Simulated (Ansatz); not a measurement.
# C₃H₈AlCl: up Jacob's ladder to CCSD(T)

An exercise on one series of results from a longer session: the logs are not shown, and one member is left open.

The runs use Ansatz 0.2.0, Gaussian basis; functionals in def2-TZVPP, the program's frozen cores in correlated methods.

Levels to be run: PBE-D4, r2SCAN-D4, PBE0-D4, B3LYP-D4, ωB97X-V, ωB97M-V, B2PLYP; CCSD(T)/def2-TZVPP; MP2/def2-QZVPP; extrapolation to the limit.

## The geometry

An earlier PBE0-D4 in a triple-zeta def2 set relaxation fixed the geometry.

13 atoms, charge 0, spin multiplicity 1.

Atoms are counted from 1 here; the program's logs count them from 0.

Bond lengths: C1–C2 1.519 Å, C1–H6 1.092 Å, C1–H7 1.093 Å, C1–H8 1.092 Å, C2–C3 1.501 Å, C2–H9 1.099 Å, C2–H10 1.094 Å, C3–Al4 1.967 Å, C3–Cl5 1.904 Å, C3–H11 1.091 Å, Al4–Cl5 2.408 Å, Al4–H12 1.583 Å, Al4–H13 1.584 Å. Angles: C2–C1–H6 111.1°, C2–C1–H7 111.1°, C2–C1–H8 110.9°, H6–C1–H7 108.0°, H6–C1–H8 107.8°, H7–C1–H8 107.8°, C1–C2–C3 115.6°, C1–C2–H9 109.7°, C1–C2–H10 110.5°, C3–C2–H9 104.7°, C3–C2–H10 109.9°, H9–C2–H10 105.8°, C2–C3–Al4 125.4°, C2–C3–Cl5 110.1°, C2–C3–H11 112.6°, Al4–C3–Cl5 76.9°, Al4–C3–H11 118.6°, Cl5–C3–H11 102.2° and more.

Set-up of the first run:

Input file in.yaml:

```yaml
crystal:
  periodic: [false, false, false]
  atoms:
    - {symbol: C, position_ang: [-1.494380, 1.249691, -0.062725]}
    - {symbol: C, position_ang: [-0.250867, 0.617273, 0.538820]}
    - {symbol: C, position_ang: [0.100826, -0.746313, 0.017868]}
    - {symbol: Al, position_ang: [1.914209, -1.505911, -0.052812]}
    - {symbol: Cl, position_ang: [0.538687, -0.647201, -1.832510]}
    - {symbol: H, position_ang: [-1.712433, 2.211849, 0.405767]}
    - {symbol: H, position_ang: [-2.366826, 0.604382, 0.070426]}
    - {symbol: H, position_ang: [-1.365722, 1.421589, -1.133670]}
    - {symbol: H, position_ang: [-0.393860, 0.475385, 1.618860]}
    - {symbol: H, position_ang: [0.608243, 1.287737, 0.437885]}
    - {symbol: H, position_ang: [-0.750971, -1.427505, 0.017259]}
    - {symbol: H, position_ang: [2.079300, -3.071714, -0.213552]}
    - {symbol: H, position_ang: [3.114097, -0.504064, 0.203185]}
basis:
  gaussian: {orbitals: def2-TZVPP}
hamiltonian: {xc: pbe, dispersion: d4}
output: {forces: true, orbitals: {seedname: orbitals}}
```

Launch:

```console
ansatz run in.yaml --threads 4 --pin off --events-out ev --progress --plain --max-ram 10444MiB
```

Among the steps run: PBE-D4 (GGA); r2SCAN-D4 (meta-GGA); PBE0-D4 (hybrid); B3LYP-D4 (hybrid); ωB97X-V (range-separated); ωB97M-V (range-separated); B2PLYP (double hybrid); CCSD(T) in def2-TZVPP; MP2 in def2-QZVPP.

One table of the session follows, with a row left open; its other results are not shown here.

```
            method  atomisation energy (eV)
            PBE-D4                   47.884
         r2SCAN-D4                   47.456
           PBE0-D4                   47.413
          B3LYP-D4                   47.165
           ωB97X-V                   47.372
           ωB97M-V                   47.415
            B2PLYP                   46.659
     HF/def2-TZVPP                   35.539
    MP2/def2-TZVPP                   46.619
   CCSD/def2-TZVPP                        ?
CCSD(T)/def2-TZVPP                   46.187
           MP2/CBS                   47.705
       CCSD(T)/CBS                   47.272
```

Q: Estimate the row for CCSD/def2-TZVPP from the others.

The run gave: atomisation energy (eV): 45.576. In the column «atomisation energy (eV)» it lies between HF/def2-TZVPP (35.539) and CCSD(T)/def2-TZVPP (46.187).
